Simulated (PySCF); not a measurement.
# Cl3HSi (Trichlorosilane): the cost of one run

Programs: PySCF 2.14.0, with density-fitted response routines of our own. Each step states its level of theory. These are calculated values for one molecule in the gas phase, unless marked as measured. Atoms are numbered from 0 throughout.

### Step 1. Starting geometry

5 atoms, charge 0, multiplicity 1; geometry from: GFN2-xTB.

Bonds of the start (Å): Cl0–Si1 2.01, Si1–Cl2 2.01, Si1–Cl3 2.01, Si1–H4 1.45.

### Step 2. Geometry optimisation at PBE0-D3(BJ)/def2-SVP

What the job is given:

```
{"job": {"xc": "PBE0", "basis": "def2-SVP", "d3": "d3bj", "grid": 1, "kind": "geom"}, "charge": 0, "multiplicity": 1}
Cl    -0.933520     1.654230    -0.551360
Si     0.007640     0.002890     0.102230
Cl    -0.990870    -1.634110    -0.501560
Cl     1.877720    -0.038600    -0.635420
H      0.056280     0.021300     1.551730
```

Started as:

```
OMP_NUM_THREADS=1 python probes_run.py task.json out
```

The driver reads the jobs from task.json and runs them one after another.

Q: Estimate the wall time and peak memory of this first job on 1 thread of Intel Xeon Platinum 8488C, shared host.

About 8 s, with a peak of 0.33 GiB.
